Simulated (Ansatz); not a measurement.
# MnS: the cost of one run

Program: the Python package of Ansatz 0.2.0. The levels of theory stand in the script. These are calculated values, not measurements.

## Step 1: The system

It takes space group Pm-3m (No. 221, cubic). Conventional cell: a = 3.099 Å, b = 3.099 Å, c = 3.099 Å, α = 90.00°, β = 90.00°, γ = 90.00°. Around Mn (site symmetry m-3m) lie 8 S at 2.68 Å. S (site symmetry m-3m) is surrounded by 8 Mn at 2.68 Å.

The script holds or builds the structure itself.

## Step 2: The script

Contents of mns.py:

```python
# -*- coding: utf-8 -*-
'''PAW against all-electron LAPW for MnS.'''

import ansatz
import numpy as np


def count_gap(report):
    # lowest empty less highest filled band, counting bands; zero where they overlap
    return max(report.get('gap_by_band_count_ev') or 0.0, 0.0)

lattice = ansatz.Lattice.of(
    [3.09904, 0.0, 0.0],
    [0.0, 3.09904, 0.0],
    [0.0, 0.0, 3.09904],
)
sites = [
    ('Mn', [0.5, 0.5, 0.5]),
    ('S', [0.0, 0.0, 0.0]),
]
crystal = ansatz.Crystal(lattice=lattice)
for symbol, position in sites:
    crystal = crystal.atom(symbol, position)
crystal = crystal.moments(Mn=2.8)

calculation = crystal.calculation()
calculation = calculation.occupations('fermi_dirac', width=0.15)
calculation = calculation.functional('pbesol').kpoints(spacing=0.24)
calculation = calculation.spin(ansatz.SpinTreatment.COLLINEAR)
calculation = calculation.stress()
calculation = calculation.forces()
calculation = calculation.band_table()
variants = {
    'PAW': calculation.pseudopotentials('paw'),
    'LAPW': calculation.pseudopotentials('all_electron', lapw=True),
}
# totals differ by the cores that each treatment holds, so compare what does not depend on them
rows = []
for label, variant in variants.items():
    data = variant.run(threads=1).report
    levels = np.array(data['eigenvalues_ev'][0]) - data['fermi_energy_ev']
    print(label, 'levels at the first k-point near E_F:', np.round(levels[np.abs(levels) < 5], 3))
    rows.append((label, data['n_electrons'], np.trace(data['stress_gpa']) / 3, count_gap(data), data['magnetization_mub']))
lines = [','.join(['treatment', 'electrons in bands', 'P GPa', 'gap by band count eV', 'moment muB'])] + [','.join(f'{v:.4f}' if isinstance(v, float) else str(v) for v in row) for row in rows]
print('\n'.join(lines))
with open('paw_lapw.csv', 'w') as handle:
    handle.write('\n'.join(lines) + '\n')
```

## Step 3: What the engine is handed

The engine receives this input (first run):

```yaml
crystal:
  lattice:
    - [3.09904, 0.0, 0.0]
    - [0.0, 3.09904, 0.0]
    - [0.0, 0.0, 3.09904]
  atoms:
    - { symbol: Mn, position: [0.5, 0.5, 0.5] }
    - { symbol: S, position: [0.0, 0.0, 0.0] }
kpoints:
  mp_grid:
    kspacing: 0.24
hamiltonian:
  xc: pbesol
  pseudopotentials:
    kind: paw
magnetization:
  spin_polarized: true
  per_species:
    Mn: 2.8
scf:
  occupations:
    method: fermi_dirac
    width: 0.15
output:
  forces: true
  stress: true
  eigenvalues: true
```

## Step 4: Running it

Command:

```bash
$ python mns.py
```

**Question.** How long does this script take on 1 thread of Arm Neoverse V2, shared host, and how much memory does it need?

About 20 s, with a peak of 0.53 GiB.
